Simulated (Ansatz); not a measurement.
# CH₆O₂SiSn: a ladder of functionals and wavefunction methods

An exercise on one series of results from a longer session: the logs are not shown, and one member is left open.

Computed with Ansatz 0.2.0, Gaussian basis. Level: functionals in def2-TZVPP, the program's frozen cores in correlated methods.

Plan: PBE-D4, r2SCAN-D4, PBE0-D4, B3LYP-D4, ωB97X-V, ωB97M-V, B2PLYP; CCSD(T)/def2-TZVPP; MP2/def2-QZVPP; extrapolation to the limit.

**The relaxed structure**

All runs share one geometry, relaxed beforehand with PBE0-D4 in a triple-zeta def2 set. Sn takes the def2 core potential; no spin-orbit term is included.

11 atoms, charge 0, spin multiplicity 1.

Atoms are counted from 1 here; the program's logs count them from 0.

Bond lengths: O1–C2 1.203 Å, C2–Si3 1.916 Å, C2–H6 1.120 Å, Si3–O4 1.642 Å, Si3–Sn5 2.580 Å, Si3–H7 1.493 Å, O4–H8 0.957 Å, Sn5–H9 1.706 Å, Sn5–H10 1.707 Å, Sn5–H11 1.710 Å. Angles: O1–C2–Si3 124.2°, O1–C2–H6 119.7°, Si3–C2–H6 116.1°, C2–Si3–O4 107.6°, C2–Si3–Sn5 108.2°, C2–Si3–H7 106.2°, O4–Si3–Sn5 113.6°, O4–Si3–H7 112.6°, Sn5–Si3–H7 108.3°, Si3–O4–H8 119.0°, Si3–Sn5–H9 111.5°, Si3–Sn5–H10 110.8°, Si3–Sn5–H11 109.6°, H9–Sn5–H10 108.7°, H9–Sn5–H11 108.1°, H10–Sn5–H11 108.1°.

Set-up of the first run:

File in.yaml:

```yaml
crystal:
  periodic: [false, false, false]
  atoms:
    - {symbol: O, position_ang: [-2.637381, 0.702356, -0.962728]}
    - {symbol: C, position_ang: [-1.511454, 1.090490, -0.794000]}
    - {symbol: Si, position_ang: [0.036183, -0.037562, -0.850111]}
    - {symbol: O, position_ang: [-0.427735, -1.484576, -1.471889]}
    - {symbol: Sn, position_ang: [1.001637, -0.200069, 1.537411]}
    - {symbol: H, position_ang: [-1.324501, 2.171030, -0.566526]}
    - {symbol: H, position_ang: [1.032723, 0.663797, -1.712800]}
    - {symbol: H, position_ang: [0.175332, -2.226539, -1.422226]}
    - {symbol: H, position_ang: [-0.188891, -0.677748, 2.661395]}
    - {symbol: H, position_ang: [1.649642, 1.300073, 2.031906]}
    - {symbol: H, position_ang: [2.259744, -1.358151, 1.570069]}
basis:
  gaussian: {orbitals: def2-TZVPP}
hamiltonian: {xc: pbe, dispersion: d4}
output: {forces: true, orbitals: {seedname: orbitals}}
```

Command:

```sh
$ ansatz run in.yaml --threads 4 --pin off --events-out ev --progress --plain --max-ram 10444MiB
```

Steps of the session up to this table: PBE-D4 (GGA); r2SCAN-D4 (meta-GGA); PBE0-D4 (hybrid); B3LYP-D4 (hybrid); ωB97X-V (range-separated); ωB97M-V (range-separated); B2PLYP (double hybrid); CCSD(T) in def2-TZVPP; MP2 in def2-QZVPP.

One table of the session follows, with a row left open; its other results are not shown here.

```
            method  atomisation energy (eV)
            PBE-D4                   38.287
         r2SCAN-D4                   37.753
           PBE0-D4                   37.367
          B3LYP-D4                   37.567
           ωB97X-V                   37.949
           ωB97M-V                   37.741
            B2PLYP                   37.124
     HF/def2-TZVPP                   26.001
    MP2/def2-TZVPP                   37.150
   CCSD/def2-TZVPP                   36.087
CCSD(T)/def2-TZVPP                   36.758
           MP2/CBS                        ?
       CCSD(T)/CBS                   37.907
```

Q: Estimate the row for MP2/CBS from the others.

As computed: atomisation energy (eV): 38.300. In the column «atomisation energy (eV)» it is the highest.
